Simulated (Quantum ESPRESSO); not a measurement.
# MoS2 in Quantum ESPRESSO: relaxation of the atoms with LDA

Aim: the relaxation of the atoms of MoS2 with LDA.

Program: Quantum ESPRESSO 7.5. These are calculated values, not measurements. Logs are shortened: lines on timing, memory, paths and dates and some standing lists are left out, and cuts for length are marked.

### Step 1. The structure

The cell holds a sheet with vacuum, 3 atoms: a = 3.287 Å, b = 3.287 Å, c = 21.130 Å, α = 90.00°, β = 90.00°, γ = 120.00°.

The cell was built by a generator and needn't be a form met in nature.

### Step 2. Relaxation of the atoms, LDA

pw.in

```
&CONTROL
  calculation = 'relax'
  prefix = 'pwscf'
  outdir = './tmp'
  pseudo_dir = './pseudo'
  tprnfor = .true.
  disk_io = 'low'
  nstep = 40
  forc_conv_thr = 0.0004
  etot_conv_thr = 1d-05
/
&SYSTEM
  ibrav = 0
  nat = 3
  ntyp = 2
  ecutwfc = 80
  nbnd = 20
  occupations = 'smearing'
  smearing = 'gaussian'
  degauss = 0.00146997
/
&ELECTRONS
  conv_thr = 6d-10
  electron_maxstep = 120
  mixing_beta = 0.5
/
&IONS
  ion_dynamics = 'bfgs'
/
ATOMIC_SPECIES
S     32.0600 S.upf
Mo    95.9500 Mo.upf
CELL_PARAMETERS angstrom
   3.2874400000    0.0000000000    0.0000000000
  -1.6437200000    2.8470065535    0.0000000000
   0.0000000000    0.0000000000   21.1300000000
ATOMIC_POSITIONS crystal
S      0.6666666667    0.3333333333    0.4259346900
Mo     0.3333333333    0.6666666667    0.5000000000
S      0.6666666667    0.3333333333    0.5740653100
K_POINTS automatic
10 10 1 0 0 0
```

Potentials or basis: PseudoDojo 0.4.1 SR LDA standard.

On the command line:

```bash
OMP_NUM_THREADS=1 pw.x -in pw.in > pw.out
```

pw.out:

```text
This program is part of the open-source Quantum ESPRESSO suite
     for quantum simulation of materials; please cite
[... 9 lines left out ...]
     --------------------
     sticks:   dense  smooth     PW     G-vecs:    dense   smooth      PW
     Sum         847     847    253               129185   129185   19753

     Using Slab Decomposition

     bravais-lattice index     =            0
     lattice parameter (alat)  =       6.2124  a.u.
     unit-cell volume          =    1334.5732 (a.u.)^3
     number of atoms/cell      =            3
     number of atomic types    =            2
     number of electrons       =        26.00
     number of Kohn-Sham states=           20
     kinetic-energy cutoff     =      80.0000  Ry
     charge density cutoff     =     320.0000  Ry
     scf convergence threshold =      6.0E-10
     mixing beta               =       0.5000
     number of iterations used =            8  plain     mixing
     energy convergence thresh.=      1.0E-05
     force convergence thresh. =      4.0E-04
     Exchange-correlation= SLA  PW   NOGX NOGC
                           (   1   4   0   0   0   0   0)
     nstep                     =           40

     celldm(1)=   6.212361  celldm(2)=   0.000000  celldm(3)=   0.000000
     celldm(4)=   0.000000  celldm(5)=   0.000000  celldm(6)=   0.000000

     crystal axes: (cart. coord. in units of alat)
               a(1) = (   1.000000   0.000000   0.000000 )
               a(2) = (  -0.500000   0.866025   0.000000 )
               a(3) = (   0.000000   0.000000   6.427494 )

     reciprocal axes: (cart. coord. in units 2 pi/alat)
               b(1) = (  1.000000  0.577350 -0.000000 )
               b(2) = (  0.000000  1.154701  0.000000 )
               b(3) = (  0.000000 -0.000000  0.155582 )

     PseudoPot. # 1 for S  read from file:
     S.upf
     Pseudo is Norm-conserving + core correction, Zval =  6.0
     Generated using ONCVPSP code by D. R. Hamann
     Using radial grid of 1132 points,  6 beta functions with:
                l(1) =   0
                l(2) =   0
                l(3) =   1
                l(4) =   1
                l(5) =   2
                l(6) =   2

     PseudoPot. # 2 for Mo read from file:
     Mo.upf
     Pseudo is Norm-conserving + core correction, Zval = 14.0
     Generated using ONCVPSP code by D. R. Hamann
     Using radial grid of 1602 points,  6 beta functions with:
                l(1) =   0
                l(2) =   0
                l(3) =   1
                l(4) =   1
                l(5) =   2
                l(6) =   2

     atomic species   valence    mass     pseudopotential
     S                 6.00    32.06000     S ( 1.00)
     Mo               14.00    95.95000     Mo( 1.00)

     12 Sym. Ops. (no inversion) found

   Cartesian axes

     site n.     atom                  positions (alat units)
         1        S      tau(   1) = (   0.5000000   0.2886751   2.7376926  )
         2        Mo     tau(   2) = (  -0.0000000   0.5773503   3.2137469  )
         3        S      tau(   3) = (   0.5000000   0.2886751   3.6898012  )

     number of k points=    14  Gaussian smearing, width (Ry)=  0.0015
                       cart. coord. in units 2pi/alat
        k(    1) = (   0.0000000   0.0000000   0.0000000), wk =   0.0200000
        k(    2) = (   0.0000000   0.1154701   0.0000000), wk =   0.1200000
        k(    3) = (   0.0000000   0.2309401   0.0000000), wk =   0.1200000
        k(    4) = (   0.0000000   0.3464102   0.0000000), wk =   0.1200000
        k(    5) = (   0.0000000   0.4618802   0.0000000), wk =   0.1200000
        k(    6) = (   0.0000000  -0.5773503   0.0000000), wk =   0.0600000
        k(    7) = (   0.1000000   0.1732051   0.0000000), wk =   0.1200000
        k(    8) = (   0.1000000   0.2886751   0.0000000), wk =   0.2400000
        k(    9) = (   0.1000000   0.4041452   0.0000000), wk =   0.2400000
        k(   10) = (   0.1000000   0.5196152   0.0000000), wk =   0.2400000
        k(   11) = (   0.2000000   0.3464102   0.0000000), wk =   0.1200000
        k(   12) = (   0.2000000   0.4618802   0.0000000), wk =   0.2400000
        k(   13) = (   0.2000000   0.5773503   0.0000000), wk =   0.1200000
        k(   14) = (   0.3000000   0.5196152   0.0000000), wk =   0.1200000

     Dense  grid:   129185 G-vectors     FFT dimensions: (  36,  36, 240)

     Initial potential from superposition of free atoms

     starting charge      25.9988, renormalised to      26.0000

     negative rho (up, down):  3.254E-05 0.000E+00
     Starting wfcs are   18 randomized atomic wfcs +    2 random wfcs

     Self-consistent Calculation

     iteration #  1     ecut=    80.00 Ry     beta= 0.50
     Davidson diagonalization with overlap
     ethr =  1.00E-02,  avg # of iterations =  5.6

     negative rho (up, down):  1.158E-05 0.000E+00

     total energy              =    -184.92303713 Ry
     estimated scf accuracy    <       0.53155782 Ry

     iteration #  2     ecut=    80.00 Ry     beta= 0.50
     Davidson diagonalization with overlap
     ethr =  2.04E-03,  avg # of iterations =  2.1

     negative rho (up, down):  9.578E-06 0.000E+00

     total energy              =    -184.73913333 Ry
     estimated scf accuracy    <       2.89317006 Ry

     iteration #  3     ecut=    80.00 Ry     beta= 0.50
     Davidson diagonalization with overlap
     ethr =  2.04E-03,  avg # of iterations =  2.2

     negative rho (up, down):  3.251E-06 0.000E+00

     total energy              =    -185.15497795 Ry
     estimated scf accuracy    <       0.06059989 Ry

     iteration #  4     ecut=    80.00 Ry     beta= 0.50
     Davidson diagonalization with overlap
     ethr =  2.33E-04,  avg # of iterations =  4.9

     negative rho (up, down):  4.171E-08 0.000E+00

     total energy              =    -185.15867302 Ry
     estimated scf accuracy    <       0.00396054 Ry

     iteration #  5     ecut=    80.00 Ry     beta= 0.50
     Davidson diagonalization with overlap
     ethr =  1.52E-05,  avg # of iterations =  5.4

     negative rho (up, down):  7.262E-08 0.000E+00

     total energy              =    -185.15941561 Ry
     estimated scf accuracy    <       0.00095951 Ry
[... 116 lines left out ...]
   -62.6019 -36.8722 -36.7564 -36.7049 -13.7331 -13.4970  -6.6756  -6.5884
    -5.4795  -4.6722  -4.4080  -3.5192  -2.0786  -0.0996   1.0284   1.4145
     2.2868   4.6448   6.6351   7.2332

          k = 0.3000 0.5196 0.0000 ( 16173 PWs)   bands (ev):

   -62.6012 -36.8485 -36.7900 -36.7034 -13.6817 -13.4662  -6.7291  -6.3067
    -5.3847  -5.1041  -4.5487  -3.6257  -1.9618  -0.3082   1.2289   1.2616
     2.4598   5.0699   5.8132   7.3937

     the Fermi energy is    -1.2090 ev

!    total energy              =    -185.15956389 Ry
     estimated scf accuracy    <          4.7E-10 Ry
     smearing contrib. (-TS)   =      -0.00000000 Ry
     internal energy E=F+TS    =    -185.15956389 Ry

     The total energy is F=E-TS. E is the sum of the following terms:
     one-electron contribution =   -1139.61281763 Ry
     hartree contribution      =     569.36683189 Ry
     xc contribution           =     -33.02490695 Ry
     ewald contribution        =     418.11132880 Ry

     convergence has been achieved in  11 iterations

     Forces acting on atoms (cartesian axes, Ry/au):

     atom    1 type  1   force =    -0.00000000   -0.00000000    0.04533015
     atom    2 type  2   force =    -0.00000000   -0.00000000    0.00000000
     atom    3 type  1   force =    -0.00000000   -0.00000000   -0.04533015

     Total force =     0.064107     Total SCF correction =     0.000058

     BFGS Geometry Optimization
     Energy error            =      4.1E-03 Ry
     Gradient error          =      4.5E-02 Ry/Bohr

     number of scf cycles    =   1
     number of bfgs steps    =   0

     energy             new  =    -185.1595638909 Ry

     new trust radius        =       0.0453301488 bohr
     new conv_thr            =       0.0000000006 Ry

ATOMIC_POSITIONS (crystal)
S                0.6666666667        0.3333333333        0.4270699329
Mo               0.3333333333        0.6666666667        0.5000000000
S                0.6666666667        0.3333333333        0.5729300671

     NEW-OLD atomic charge density approx. for the potential

     negative rho (up, down):  6.441E-06 0.000E+00

     Self-consistent Calculation

     iteration #  1     ecut=    80.00 Ry     beta= 0.50
     Davidson diagonalization with overlap
     ethr =  1.00E-06,  avg # of iterations =  8.1

     negative rho (up, down):  2.963E-06 0.000E+00

     total energy              =    -185.16290962 Ry
     estimated scf accuracy    <       0.00019364 Ry

     iteration #  2     ecut=    80.00 Ry     beta= 0.50
     Davidson diagonalization with overlap
     ethr =  7.45E-07,  avg # of iterations =  2.1

     negative rho (up, down):  2.402E-06 0.000E+00

     total energy              =    -185.16289005 Ry
     estimated scf accuracy    <       0.00061759 Ry

     iteration #  3     ecut=    80.00 Ry     beta= 0.50
     Davidson diagonalization with overlap
     ethr =  7.45E-07,  avg # of iterations =  2.0

     negative rho (up, down):  6.740E-07 0.000E+00
[... 516 lines left out ...]
     Total force =     0.000973     Total SCF correction =     0.000029
     Energy error            =      3.5E-04 Ry
     Gradient error          =      6.9E-04 Ry/Bohr

     number of scf cycles    =   4
     number of bfgs steps    =   3

     energy             old  =    -185.1650536686 Ry
     energy             new  =    -185.1653997928 Ry

     CASE: energy            _new < energy            _old

     new trust radius        =       0.0017720453 bohr
     new conv_thr            =            1.0E-11 Ry

ATOMIC_POSITIONS (crystal)
S                0.6666666667        0.3333333333        0.4290648835
Mo               0.3333333333        0.6666666667        0.5000000000
S                0.6666666667        0.3333333333        0.5709351165

     NEW-OLD atomic charge density approx. for the potential

     negative rho (up, down):  1.606E-07 0.000E+00

     Self-consistent Calculation

     iteration #  1     ecut=    80.00 Ry     beta= 0.50
     Davidson diagonalization with overlap
     ethr =  1.00E-06,  avg # of iterations =  2.0

     Threshold (ethr) on eigenvalues was too large:
     Diagonalizing with lowered threshold

     Davidson diagonalization with overlap
     ethr =  2.27E-09,  avg # of iterations =  4.0

     negative rho (up, down):  6.893E-08 0.000E+00

     total energy              =    -185.16540090 Ry
     estimated scf accuracy    <       0.00000027 Ry

     iteration #  2     ecut=    80.00 Ry     beta= 0.50
     Davidson diagonalization with overlap
     ethr =  1.06E-09,  avg # of iterations =  2.0

     negative rho (up, down):  5.352E-08 0.000E+00

     total energy              =    -185.16540089 Ry
     estimated scf accuracy    <       0.00000068 Ry

     iteration #  3     ecut=    80.00 Ry     beta= 0.50
     Davidson diagonalization with overlap
     ethr =  1.06E-09,  avg # of iterations =  2.0

     negative rho (up, down):  1.257E-08 0.000E+00

     total energy              =    -185.16540099 Ry
     estimated scf accuracy    <       0.00000002 Ry

     iteration #  4     ecut=    80.00 Ry     beta= 0.50
     Davidson diagonalization with overlap
     ethr =  8.73E-11,  avg # of iterations =  1.4

     total energy              =    -185.16540099 Ry
     estimated scf accuracy    <          9.5E-10 Ry

     iteration #  5     ecut=    80.00 Ry     beta= 0.50
     Davidson diagonalization with overlap
     ethr =  3.67E-12,  avg # of iterations =  2.9

     total energy              =    -185.16540099 Ry
     estimated scf accuracy    <          7.4E-11 Ry

     iteration #  6     ecut=    80.00 Ry     beta= 0.50
     Davidson diagonalization with overlap
     ethr =  2.86E-13,  avg # of iterations =  2.8

     End of self-consistent calculation
[... 79 lines left out ...]
          k = 0.3000 0.5196 0.0000 ( 16173 PWs)   bands (ev):

   -62.6183 -36.9130 -36.8482 -36.7298 -13.9516 -13.6073  -6.9975  -6.4977
    -5.5681  -5.2793  -4.5873  -3.5219  -2.1210  -0.5223   1.3445   1.4506
     2.6001   5.1133   5.9570   7.3807

     the Fermi energy is    -1.2226 ev

!    total energy              =    -185.16540099 Ry
     estimated scf accuracy    <          3.5E-12 Ry
     smearing contrib. (-TS)   =      -0.00000000 Ry
     internal energy E=F+TS    =    -185.16540099 Ry

     The total energy is F=E-TS. E is the sum of the following terms:
     one-electron contribution =   -1156.25913140 Ry
     hartree contribution      =     577.63456484 Ry
     xc contribution           =     -33.12618587 Ry
     ewald contribution        =     426.58535144 Ry

     convergence has been achieved in   6 iterations

     Forces acting on atoms (cartesian axes, Ry/au):

     atom    1 type  1   force =    -0.00000000    0.00000000    0.00001282
     atom    2 type  2   force =    -0.00000000   -0.00000000    0.00000000
     atom    3 type  1   force =     0.00000000   -0.00000000   -0.00001282

     Total force =     0.000018     Total SCF correction =     0.000000
     Energy error            =      1.2E-06 Ry
     Gradient error          =      1.3E-05 Ry/Bohr

     bfgs converged in   5 scf cycles and   4 bfgs steps
     (criteria: energy <  1.0E-05 Ry, force <  4.0E-04 Ry/Bohr)

     End of BFGS Geometry Optimization

     Final energy             =    -185.1654009922 Ry

Begin final coordinates

ATOMIC_POSITIONS (crystal)
S                0.6666666667        0.3333333333        0.4290648835
Mo               0.3333333333        0.6666666667        0.5000000000
S                0.6666666667        0.3333333333        0.5709351165
End final coordinates

=------------------------------------------------------------------------------=
   JOB DONE.
=------------------------------------------------------------------------------=
```

Wall time 6.1 min (1 thread of Intel Xeon Platinum 8375C at 2.90GHz (Ice Lake), shared host); peak memory 0.22 GiB.

What came out:

| Property | Result |
| --- | --- |
| Free energy | -2519.3036 eV |
| Energy gained by relaxing | 26.5 meV/atom |
| Ionic steps | 5 |
| Band gap on the k mesh | 0.90 eV, indirect (least direct gap 1.60 eV) |

The path:
| step | energy change (eV) | largest force (eV/Å) |
| --- | --- | --- |
| 1 | 0.0000 | 1.1655 |
| 2 | -0.0465 | 0.7670 |
| 3 | -0.0747 | 0.2973 |
| 4 | -0.0794 | 0.0177 |
| 5 | -0.0794 | 0.0003 |

Final structure:
```
CELL_PARAMETERS angstrom
3.28744 0.00000 0.00000
-1.64372 2.84701 0.00000
0.00000 0.00000 21.13000
ATOMIC_POSITIONS crystal
S 0.66667 0.33333 0.42906
Mo 0.33333 0.66667 0.50000
S 0.66667 0.33333 0.57094
```
